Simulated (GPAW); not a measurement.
# Mg3GaO4 (Pm-3m) in GPAW: notebook

One crystal, Mg3GaO4, is run at these levels: PBEsol, LDA, r2SCAN; tasks: band structure, equation of state.

Program: GPAW 26.7.0. These are calculated values, not measurements. Logs are shortened: lines on timing, memory, paths and dates and some standing lists are left out, and cuts for length are marked. The log counts tension as positive stress, the text compression.

### 1 Starting point

It takes space group Pm-3m (No. 221, cubic). The conventional cell has a = 4.363 Å, b = 4.363 Å, c = 4.363 Å, α = 90.00°, β = 90.00°, γ = 90.00°. Around Ga (site symmetry m-3m) lie 6 O at 2.18 Å. Mg (site symmetry 4/mmm) is surrounded by 6 O at 2.18 Å. O (site symmetry 4/mmm) has 2 Ga at 2.18 Å and 4 Mg at 2.18 Å as nearest neighbours. Around O (site symmetry m-3m) lie 6 Mg at 2.18 Å.

The cell comes from a database or a generator and needn't be the stable form of this composition.

### 2 Band structure, PBEsol

File run.py:

```python
from ase import Atoms
from ase.dft.bandgap import bandgap
from ase.io import write
from ase.units import GPa
from gpaw import GPAW, PW, setup_paths

setup_paths.insert(0, '.')

atoms = Atoms(['Ga', 'Mg', 'Mg', 'Mg', 'O', 'O', 'O', 'O'],
              cell=[[4.363491, 0.0, 0.0],
                    [0.0, 4.363491, 0.0],
                    [0.0, 0.0, 4.363491]],
              scaled_positions=[[0.0, 0.0, 0.0],
                                [0.5, 0.5, 0.0],
                                [0.5, 0.0, 0.5],
                                [0.0, 0.5, 0.5],
                                [0.0, 0.5, 0.0],
                                [0.0, 0.0, 0.5],
                                [0.5, 0.5, 0.5],
                                [0.5, 0.0, 0.0]],
              pbc=True)

calc = GPAW(mode=PW(800),
            xc='PBEsol',
            kpts={'size': (5, 5, 5), 'gamma': True},
            occupations={'name': 'fermi-dirac', 'width': 0.05},
            nbands=48,
            convergence={'density': 1e-05, 'energy': 1e-05},
            maxiter=150,
            txt='gpaw.txt')
atoms.calc = calc
energy = atoms.get_potential_energy()
forces = atoms.get_forces()
stress = atoms.get_stress()
calc.write('gs.gpw')
write('result.traj', atoms)
print(f'Energy: {energy:.6f} eV')
print('Forces (eV/A):')
print(forces.round(4))
print('Stress (GPa):', (stress / GPa).round(3))
print('Fermi level:', round(calc.get_fermi_level(), 4), 'eV')
print(f'Gap: {bandgap(calc)[0]:.4f} eV, direct: {bandgap(calc, direct=True)[0]:.4f} eV')

path = atoms.cell.bandpath('GXMGRX,MR', npoints=60, eps=1e-4)
bs_calc = calc.fixed_density(kpts=path, symmetry='off', nbands=69,
                             convergence={'bands': 'CBM+6.0', 'eigenstates': 1e-6}, txt='bands.txt')
bs = bs_calc.band_structure()
bs.write('bs.json')
print(f'Gap on the path: {bandgap(bs_calc)[0]:.4f} eV')
```

Potentials or basis: PAW data sets generated in the run's folder for this functional, pw.

Run with:

```bash
gpaw-setup -f PBEsol Ga Mg O
OMP_NUM_THREADS=1 python run.py
```

gpaw.txt:

```text
__  _  _
 | _ |_)|_||  |
 |__||  | ||/\| - 26.7.0

Input parameters:
  mode=PW(ecut=800.0),
  convergence={'density': 1e-05, 'energy': 1e-05},
  kpts=MonkhorstPack(size=(5, 5, 5), gamma=True),
  maxiter=150,
  nbands=48,
  occupations=Occupations(name='fermi-dirac', width=0.05),
  xc=XC(name='PBEsol')

Diagonalizing LCAO Hamiltonian
Converting LCAO to pw mode
    .----------.
   /|          |
  / |          |
 *  |          |
 |Mg|   O      |
 |  .----------.
 O /  Mg      /
 |/     Mg   /
 Ga---O-----*

Atoms  # Å, Bohr magnetons
|   | symbol |        x |        y |        z |    initial magnetic moments |
|---|--------|----------|----------|----------|-----------------------------|
| 0 |     Ga | 0.000000 | 0.000000 | 0.000000 | ( 0.0000,  0.0000,  0.0000) |
| 1 |     Mg | 2.181745 | 2.181745 | 0.000000 | ( 0.0000,  0.0000,  0.0000) |
| 2 |     Mg | 2.181745 | 0.000000 | 2.181745 | ( 0.0000,  0.0000,  0.0000) |
| 3 |     Mg | 0.000000 | 2.181745 | 2.181745 | ( 0.0000,  0.0000,  0.0000) |
| 4 |      O | 0.000000 | 2.181745 | 0.000000 | ( 0.0000,  0.0000,  0.0000) |
| 5 |      O | 0.000000 | 0.000000 | 2.181745 | ( 0.0000,  0.0000,  0.0000) |
| 6 |      O | 2.181745 | 2.181745 | 2.181745 | ( 0.0000,  0.0000,  0.0000) |
| 7 |      O | 2.181745 | 0.000000 | 0.000000 | ( 0.0000,  0.0000,  0.0000) |

Unit cell  # Å
| periodic |        x |        y |        z |  lengths |    angles |
|----------|----------|----------|----------|----------|-----------|
|      yes | 4.363491 | 0.000000 | 0.000000 | 4.363491 | 90.000000 |
|      yes | 0.000000 | 4.363491 | 0.000000 | 4.363491 | 90.000000 |
|      yes | 0.000000 | 0.000000 | 4.363491 | 4.363491 | 90.000000 |

Number of symmetries: 48
Symmetry operations  # r_c * U_cc + t_c -> r_c
|    | kind |            matrix            |
|----|------|------------------------------|
|  0 |  E   |  1, 0, 0,  0, 1, 0,  0, 0, 1 |
|  1 |  σ   |  1, 0, 0,  0, 1, 0,  0, 0,-1 |
|  2 |  σ   |  1, 0, 0,  0, 0, 1,  0, 1, 0 |
|  3 |  C4  |  1, 0, 0,  0, 0, 1,  0,-1, 0 |
|  4 |  C4  |  1, 0, 0,  0, 0,-1,  0, 1, 0 |
|  5 |  σ   |  1, 0, 0,  0, 0,-1,  0,-1, 0 |
|  6 |  σ   |  1, 0, 0,  0,-1, 0,  0, 0, 1 |
|  7 |  C2  |  1, 0, 0,  0,-1, 0,  0, 0,-1 |
|  8 |  σ   |  0, 1, 0,  1, 0, 0,  0, 0, 1 |
|  9 |  C2  |  0, 1, 0,  1, 0, 0,  0, 0,-1 |
| 10 |  C3  |  0, 1, 0,  0, 0, 1,  1, 0, 0 |
| 11 |  S6  |  0, 1, 0,  0, 0, 1, -1, 0, 0 |
| 12 |  S6  |  0, 1, 0,  0, 0,-1,  1, 0, 0 |
| 13 |  C3  |  0, 1, 0,  0, 0,-1, -1, 0, 0 |
| 14 |  C4  |  0, 1, 0, -1, 0, 0,  0, 0, 1 |
| 15 |  S4  |  0, 1, 0, -1, 0, 0,  0, 0,-1 |
| 16 |  C3  |  0, 0, 1,  1, 0, 0,  0, 1, 0 |
| 17 |  S6  |  0, 0, 1,  1, 0, 0,  0,-1, 0 |
| 18 |  σ   |  0, 0, 1,  0, 1, 0,  1, 0, 0 |
| 19 |  C4  |  0, 0, 1,  0, 1, 0, -1, 0, 0 |
| 20 |  C2  |  0, 0, 1,  0,-1, 0,  1, 0, 0 |
| 21 |  S4  |  0, 0, 1,  0,-1, 0, -1, 0, 0 |
| 22 |  S6  |  0, 0, 1, -1, 0, 0,  0, 1, 0 |
| 23 |  C3  |  0, 0, 1, -1, 0, 0,  0,-1, 0 |
| 24 |  S6  |  0, 0,-1,  1, 0, 0,  0, 1, 0 |
| 25 |  C3  |  0, 0,-1,  1, 0, 0,  0,-1, 0 |
| 26 |  C4  |  0, 0,-1,  0, 1, 0,  1, 0, 0 |
| 27 |  σ   |  0, 0,-1,  0, 1, 0, -1, 0, 0 |
| 28 |  S4  |  0, 0,-1,  0,-1, 0,  1, 0, 0 |
| 29 |  C2  |  0, 0,-1,  0,-1, 0, -1, 0, 0 |
| 30 |  C3  |  0, 0,-1, -1, 0, 0,  0, 1, 0 |
| 31 |  S6  |  0, 0,-1, -1, 0, 0,  0,-1, 0 |
| 32 |  C4  |  0,-1, 0,  1, 0, 0,  0, 0, 1 |
| 33 |  S4  |  0,-1, 0,  1, 0, 0,  0, 0,-1 |
| 34 |  S6  |  0,-1, 0,  0, 0, 1,  1, 0, 0 |
| 35 |  C3  |  0,-1, 0,  0, 0, 1, -1, 0, 0 |
| 36 |  C3  |  0,-1, 0,  0, 0,-1,  1, 0, 0 |
| 37 |  S6  |  0,-1, 0,  0, 0,-1, -1, 0, 0 |
| 38 |  σ   |  0,-1, 0, -1, 0, 0,  0, 0, 1 |
| 39 |  C2  |  0,-1, 0, -1, 0, 0,  0, 0,-1 |
| 40 |  σ   | -1, 0, 0,  0, 1, 0,  0, 0, 1 |
| 41 |  C2  | -1, 0, 0,  0, 1, 0,  0, 0,-1 |
| 42 |  C2  | -1, 0, 0,  0, 0, 1,  0, 1, 0 |
| 43 |  S4  | -1, 0, 0,  0, 0, 1,  0,-1, 0 |
| 44 |  S4  | -1, 0, 0,  0, 0,-1,  0, 1, 0 |
| 45 |  C2  | -1, 0, 0,  0, 0,-1,  0,-1, 0 |
| 46 |  C2  | -1, 0, 0,  0,-1, 0,  0, 0, 1 |
| 47 |  i   | -1, 0, 0,  0,-1, 0,  0, 0,-1 |

BZ-sampling:
  Number of BZ points: 125
  Number of IBZ points: 10

  Monkhorst-Pack size: [5, 5, 5]
  Monkhorst-Pack shift: [0, 0, 0]

K-points  # in reciprocal-cell coordinates
|   |                                coordinates |     weight |
|---|--------------------------------------------|------------|
| 0 | (  0.00000000,   0.00000000,   0.00000000) | 0.00800000 |
| 1 | (  0.20000000,   0.00000000,   0.00000000) | 0.04800000 |
| 2 | (  0.20000000,   0.20000000,   0.00000000) | 0.09600000 |
| 3 | (  0.20000000,   0.20000000,   0.20000000) | 0.06400000 |
| 4 | (  0.40000000,   0.00000000,   0.00000000) | 0.04800000 |
| 5 | (  0.40000000,   0.20000000,   0.00000000) | 0.19200000 |
| 6 | (  0.40000000,   0.20000000,   0.20000000) | 0.19200000 |
| 7 | (  0.40000000,   0.40000000,   0.00000000) | 0.09600000 |
| 8 | (  0.40000000,   0.40000000,   0.20000000) | 0.19200000 |
| 9 | (  0.40000000,   0.40000000,   0.40000000) | 0.06400000 |

Plane wave coefficients: 4337
Cutoff: 800.0 eV

Spin-components: 1 (collinear spins)
Bands:           48
Projectors:      40
Spin-degeneracy: 2
Datatype:        complex128

Parallelization:
  kpt:    1
  domain: 1
  band:   1

Density:
  Valence electrons: 57.0
  Components: 1
  Grid points: [30 30 30]
  Charge: 0.0  # |e|

Potential:
  Grid points: [30 30 30]

species:
  Ga:
    name:    Gallium
    Z:       31.0
    valence: 3
    core:    28
    charge:  0.0  # [|e|]
    compensation charges:
      type: gauss
      rc: 0.37  # [Å]
      lmax: 2
    cutoffs:
      filter: 2.06  # [Å]
      core: 4.17  # [Å]
    projectors
    | kind |    occ | energy [eV] | rcut [Å] |
    |------|--------|-------------|----------|
    |   4s |  2.000 |      -8.959 |    1.164 |
    |   4p |  1.000 |      -2.572 |    1.164 |
    |    s |        |      18.252 |    1.164 |
    |    p |        |      24.640 |    1.164 |
    |    d |        |       0.000 |    1.164 |

    Using partial waves for Ga as LCAO basis

  Mg:
    name:    Magnesium
    Z:       12.0
    valence: 10
    core:    2
    charge:  0.0  # [|e|]
    compensation charges:
      type: gauss
      rc: 0.33  # [Å]
      lmax: 2
    cutoffs:
      filter: 1.86  # [Å]
      core: 0.54  # [Å]
    projectors
    | kind |    occ | energy [eV] | rcut [Å] |
    |------|--------|-------------|----------|
    |   2s |  2.000 |     -79.588 |    1.090 |
    |   3s |  2.000 |      -4.679 |    1.090 |
    |   2p |  6.000 |     -46.550 |    1.085 |
    |   3p |  0.000 |      -1.306 |    1.085 |
    |    d |        |       0.000 |    1.037 |

    Using partial waves for Mg as LCAO basis

  O:
    name:    Oxygen
    Z:       8.0
    valence: 6
    core:    2
    charge:  0.0  # [|e|]
    compensation charges:
      type: gauss
      rc: 0.21  # [Å]
      lmax: 2
    cutoffs:
      filter: 1.17  # [Å]
      core: 0.83  # [Å]
    projectors
    | kind |    occ | energy [eV] | rcut [Å] |
    |------|--------|-------------|----------|
    |   2s |  2.000 |     -23.808 |    0.688 |
    |   2p |  4.000 |      -8.972 |    0.598 |
    |    s |        |       3.404 |    0.688 |
    |    p |        |      18.239 |    0.598 |
    |    d |        |       0.000 |    0.619 |

    Using partial waves for O as LCAO basis

Reference energy: -77293.359134  # eV

eigensolver:
  PPCG
  Converge bands: occupied
  niter=2

density mixing:
  MSR1-Mixer
  Pratt-step length: 0.05
  Maximum mixing coefficient: 0.75
  Old densities: 10
  SVD Regularization: 0.005
  Good broyden scale: 1.0
  Trust region scale: 1.0
  Backstep threshold: 4.0
  History deletion threshold: 6.0
  Fourier metric: weight=20.0, sigma=0.015

occupation numbers:
  Fermi-Dirac:
    width: 0.0500  # eV

poisson solver:
  ecut: 6400.0  # eV

xc functional:
  name: PBEsol with 2 nearest neighbor stencil

convergence criteria:
- Maximum integral of absolute [dens]ity change: 1e-05 electrons / valence electron
- Maximum [total energy] change in last 3 cyles: 1e-05 eV / valence electron
- Maximum integral of absolute [eigenst]ate change: 4e-08 eV^2 / valence electron
maximum number of iterations: 150

SCF iterations
|iter     | |      energy | eigst |  dens |
|---------|-|-------------|-------|-------|
|iter:   1| |  -53.625188 | +0.37 |       |
|iter:   2| |  -52.291185 | -1.56 | -0.95 |
|iter:   3| |  -48.845079 | -1.26 | -1.01 |
|iter:   4| |  -48.794830 | -2.67 | -1.53 |
|iter:   5| |  -48.796969 | -2.88 | -1.79 |
|iter:   6| |  -48.796374 | -4.55 | -2.69 |
|iter:   7| |  -48.796426 | -5.85 | -3.09 |
|iter:   8| |  -48.796447c| -6.34 | -3.44 |
|iter:   9| |  -48.796447c| -7.88c| -4.43 |
|iter:  10| |  -48.796447c| -7.88c| -5.19c|

Converged in 10 steps
Energy contributions relative to reference atoms: (reference = -77293.359134)

Energy contributions:
  Kinetic:          46.177749
  Coulomb:         -41.887605
  Zero:              0.795162
  External:          0.000000
  Xc:              -53.875451
  Entropy:          -0.012603
  Spinorbit:         0.000000
  ----------------------------
  Free energy:     -48.802749
  Extrapolated:    -48.796447

dipole moment: (-41.968028, -41.968028, -41.968028)  # |e|*Ang

Fermi level: 8.617
Eigenvalues  # (at kpt = [0.000, 0.000, 0.000])
| band index |      eig [eV] | occ [0-2] |
|------------|---------------|-----------|
|          0 |       -68.117 |     2.000 |
|        ... |               |           |
|         21 |         2.669 |     2.000 |
|         22 |         2.949 |     2.000 |
|         23 |         2.949 |     2.000 |
|         24 |         2.949 |     2.000 |
|         25 |         4.147 |     2.000 |
|         26 |         4.147 |     2.000 |
[... 8 lines left out ...]
|         35 |        15.412 |     0.000 |
|         36 |        15.412 |     0.000 |
|        ... |               |           |
|         47 |        23.040 |     0.000 |

No gap
No difference between direct/indirect transitions

Forces  # eV/Ang
|        x |        y |        z |
|----------|----------|----------|
| -0.00000 | -0.00000 | -0.00000 |  # Ga   0
|  0.00000 |  0.00000 |  0.00000 |  # Mg   1
|  0.00000 |  0.00000 |  0.00000 |  # Mg   2
|  0.00000 |  0.00000 |  0.00000 |  # Mg   3
|  0.00000 | -0.00000 |  0.00000 |  # O    4
| -0.00000 |  0.00000 | -0.00000 |  # O    5
| -0.00000 | -0.00000 | -0.00000 |  # O    6
| -0.00000 | -0.00000 |  0.00000 |  # O    7

Stress tensor  # eV/Ang^3
|         x |         y |        z |
|-----------|-----------|----------|
|  0.025810 | -0.000000 | 0.000000 |
| -0.000000 |  0.025810 | 0.000000 |
|  0.000000 |  0.000000 | 0.025810 |

# Writing to gs.gpw (mode='')
```

It took 4.1 min on 1 thread of Arm Neoverse V1, shared host; peak memory 0.65 GiB.

What came out:

```yaml
Free_energy: -48.8027 eV
Pressure: -4.1 GPa
Band_gap_along_the_path: none (metal or under the smearing width)
```

Levels at the corners of the path, in eV from the Fermi level:
```csv
point,band 24,band 25,band 26,band 27,band 28,band 29,band 30,band 31,band 32,band 33
Γ,-5.67,-5.67,-4.47,-4.47,-4.47,-3.68,0.98,4.48,4.48,4.70
X,-6.05,-5.33,-5.33,-5.01,-5.01,-0.20,2.41,4.45,5.68,5.68
M,-6.09,-5.00,-4.95,-4.95,-4.76,1.66,2.91,2.91,4.10,5.38
Γ,-5.67,-5.67,-4.47,-4.47,-4.47,-3.68,0.98,4.48,4.48,4.70
R,-4.87,-4.87,-4.87,-4.76,-4.76,1.54,1.54,1.54,2.76,3.35
X,-6.05,-5.33,-5.33,-5.01,-5.01,-0.20,2.41,4.45,5.68,5.68
M,-6.09,-5.00,-4.95,-4.95,-4.76,1.66,2.91,2.91,4.10,5.38
R,-4.87,-4.87,-4.87,-4.76,-4.76,1.54,1.54,1.54,2.76,3.35
```

Caveat: an odd number of electrons without spin polarisation forces a metal; a magnetic or distorted state may lie lower.

[end of part 1 of 2]
